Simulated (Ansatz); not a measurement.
The system is MnPt2.

```
CELL_PARAMETERS angstrom
2.85840 0.00000 0.00000
-1.42920 2.47545 0.00000
0.00000 0.00000 6.53250
ATOMIC_POSITIONS crystal
Pt 0.66667 0.33333 0.31621
Pt 0.33333 0.66667 0.68379
Mn 0.00000 0.00000 0.00000
```

The cell comes from a database or a generator and needn't be the stable form of this composition.

Below is the output of Ansatz 0.2.0 for this cell. Logs are shortened: lines on timing, memory, paths and dates and some standing lists are left out, and cuts for length are marked.

```text
Warning: RAYON_NUM_THREADS=2 ignored (pool sized by the plan → 2); use --threads N
Engine: ansatz 0.2.0, x86_64-unknown-linux-gnu
Pseudopotentials: kind: paw
Pseudopotential: Pt, paw, valence charge 18, recommended cutoff 420 eV (normal), Pt.paw.azcp
Pseudopotential: Mn, paw, valence charge 15, recommended cutoff 420 eV (normal), Mn.paw.azcp
Functional definition: PBEsol
  exchange = pbesol_x
  correlation = pbesol_c
Crystal: 3 atoms, lattice volume = 46.223 Å³
Basis set: ecut = 420 eV, 897 PW (Γ), exchange–correlation on 40×40×90 points (8 copies of the dense FFT grid, shifted against one another)
Bands: 33, of which v1, the nominal top of the filled ones, is band 26 counted from 1 (25 counted from 0)
Symmetry: 12 space group operations
Space group: P-3m1 (ITA 164), of the structure as read, at distance tolerance 3.6e-5 Å
Magnetic group: BNS 164.85 (UNI 1315), of the structure as read, at distance tolerance 3.6e-5 Å
k-points: 58 of 484
Non-local potential: Pt, projectors of the file, l = 0: 3, l = 1: 2, l = 2: 2, l = 3: 1
Non-local potential: Mn, projectors of the file, l = 0: 3, l = 1: 2, l = 2: 3, l = 3: 1
PAW form: soft (Blöchl's): semilocal exchange-correlation on the pseudo side does not see the compensation charge
PAW frozen core: Pt, regenerated for the run's functional, and the local potential with it (the file was generated under x = pbe(κ = 0.804, μ = 0.2195149727645171), c = pbe(β = 0.06672455060314922))
PAW frozen core: Mn, regenerated for the run's functional, and the local potential with it (the file was generated under x = pbe(κ = 0.804, μ = 0.2195149727645171), c = pbe(β = 0.06672455060314922))
PAW one-centre angular grid: Pt, 590 points (default); XC on 64 Gauss nodes
PAW one-centre angular grid: Mn, 590 points (default); XC on 64 Gauss nodes
[... 143 lines left out ...]
--- Per-component energies (eV) ---
  E_band       = -487.058852
  E_kinetic    = 1579.761685
  E_local      = -4768.218890  (includes V_loc(G=0)·N_el)
  E_nonlocal   = 653.330067
  E_hartree    = 1840.991781
  E_xc         = -633.693040
  E_vxc        = -750.081665  (∫ρ·V_xc dr)
  E_paw        = -19905.777957  (= ΣΔE_a)
  E_vpaw       = -883.834002  (= ΣTr[D̂ρ^β])
  E_aug_tail   = 0.000371  (compensation charges beyond the density's cutoff)
  E_ewald      = -7403.905679
  E_core_change = 0.743613  (= ΣΔE_core)
  E_smearing   = -0.026455  (= −TS)
  E_closure    = 0.000000  (closes the sum)
  Σ components = -28636.794505   (vs F -28636.794505, Δ=0.00e0)
--- Forces (eV/Å), atoms counted from 1 ---
  atom   1  Pt    -0.00000000    -0.00000000    -0.00033591
  atom   2  Pt    -0.00000000     0.00000000     0.00033591
  atom   3  Mn     0.00000000     0.00000000     0.00000000
  max |Σ_I F_I| component: 9.25e-18 eV/Å
--- Stress (GPa, compression-positive) ---
        0.011301       0.000000      -0.000000
        0.000000       0.011301       0.000000
        0.000000       0.000000       0.003503
  P = ⅓ Tr σ = 0.0087 GPa (0.087 kbar)
--- Band table (eV; the first three rows and the last of 116) ---
  k-point 0 ↑: bands = ["-77.5663", "-77.5566", "-59.4351", "-31.8355", "-31.6804", "-31.5995", "-31.5995", "-31.5791", "-31.5791", "-28.3040", "-28.2069", "-28.2069", "11.1731", "13.3886", "14.8405", "17.2570", "17.2570", "17.3849", "17.3849", "17.4694", "18.0989", "18.2029", "18.2029", "18.8086", "19.5821", "19.5821", "20.0095", "20.0095", "20.3917", "20.3917", "31.0569", "32.0143", "36.1339"]
  k-point 1 ↑: bands = ["-77.5663", "-77.5566", "-59.4351", "-31.8404", "-31.6751", "-31.5996", "-31.5996", "-31.5789", "-31.5789", "-28.3044", "-28.2069", "-28.2069", "11.4218", "13.0696", "14.6715", "16.8438", "17.2353", "17.2353", "17.4375", "17.4375", "18.2841", "18.2841", "18.4474", "19.5094", "19.5094", "19.5861", "19.5861", "19.7899", "20.7942", "20.7942", "28.6551", "34.3290", "35.7653"]
  k-point 2 ↑: bands = ["-77.5663", "-77.5566", "-59.4351", "-31.8450", "-31.6702", "-31.5998", "-31.5998", "-31.5788", "-31.5788", "-28.3048", "-28.2069", "-28.2069", "11.8875", "12.5008", "14.5354", "16.6667", "17.2076", "17.2076", "17.5112", "17.5112", "18.3642", "18.3642", "18.4252", "19.2812", "19.2812", "19.4868", "19.4868", "20.8397", "21.0143", "21.0143", "27.2007", "35.5200", "35.6736"]
  k-point 57 ↓: bands = ["-77.3840", "-77.3830", "-55.6352", "-31.7108", "-31.6918", "-31.6420", "-31.6141", "-31.5134", "-31.4989", "-24.6437", "-24.6265", "-24.6032", "15.8430", "15.8819", "16.2814", "16.6864", "16.7401", "16.9480", "17.4074", "18.4256", "18.6921", "19.0057", "21.5962", "22.1572", "22.2960", "22.4101", "23.5447", "26.0234", "26.3547", "26.4921", "27.2253", "28.4471", "29.4043"]
--- Relaxed structure (6 steps of the walk, 5 accepted, 1 SCFs on fresh bases) ---
  F+E_penalty+E_count = -28636.79450521 eV   max|allowed force component| = 3.359e-4 eV/Å   (the final SCF, on the basis selected at the relaxed cell)
  cell:  # Å, volume = 43.6070 Å³
    - [2.77358209952452, 1.6362148518780515e-33, 5.742730642236053e-33]
    - [-1.38679104976226, 2.401992557670013, -9.24649785350381e-33]
    - [1.125457275241988e-32, -2.242880786676278e-32, 6.545506934078355]
  atoms:
    - { symbol: Pt, position: [0.6666666666666666, 0.33333333333333326, 0.3175624067806671] }
    - { symbol: Pt, position: [0.33333333333333326, 0.6666666666666665, 0.6824375932193327] }
    - { symbol: Mn, position: [1.0837946373155211e-33, 2.7014298015510917e-37, 4.4258768051189526e-20] }
```

Problem. Write the input and the command behind it.

Solution. Relaxation of cell and atoms with PBEsol, collinear spin, ferromagnetic start. The files as run (others can give the same):

input.yaml
```yaml
crystal:
  lattice:
    - [2.8584044518, 0.0, 0.0]
    - [-1.4292022259, 2.4754508696, 0.0]
    - [0.0, 0.0, 6.532504]
  atoms:
    - { symbol: Pt, position: [0.6666666667, 0.3333333333, 0.316206] }
    - { symbol: Pt, position: [0.3333333333, 0.6666666667, 0.683794] }
    - { symbol: Mn, position: [0.0, 0.0, 0.0], spin: 4.0 }
hamiltonian:
  xc: pbesol
  pseudopotentials: { kind: paw }
magnetization:
  spin_polarized: true
kpoints:
  mp_grid: { grid: [11, 11, 4] }
scf:
  occupations: { method: fermi_dirac, width: 0.05 }
output:
  forces: true
  stress: true
  eigenvalues: true
relax:
  f_tol: 0.01
  max_steps: 40
  cell: { stress_tol: 0.05 }
```

Potentials or basis: Ansatz PAW.
Launch:
```console
$ ansatz run input.yaml --threads 2 --pin off --max-ram 5632MiB --backend cpu --events-out ev --progress --plain --runs-dir out
```

Caveat: the plane-wave basis is chosen anew once the cell has moved, so the energies of steps on either side of that aren't comparable; the PAW data sets come from PBE, with cores solved anew for the run's functional, which leaves a small shift of forces and pressure.
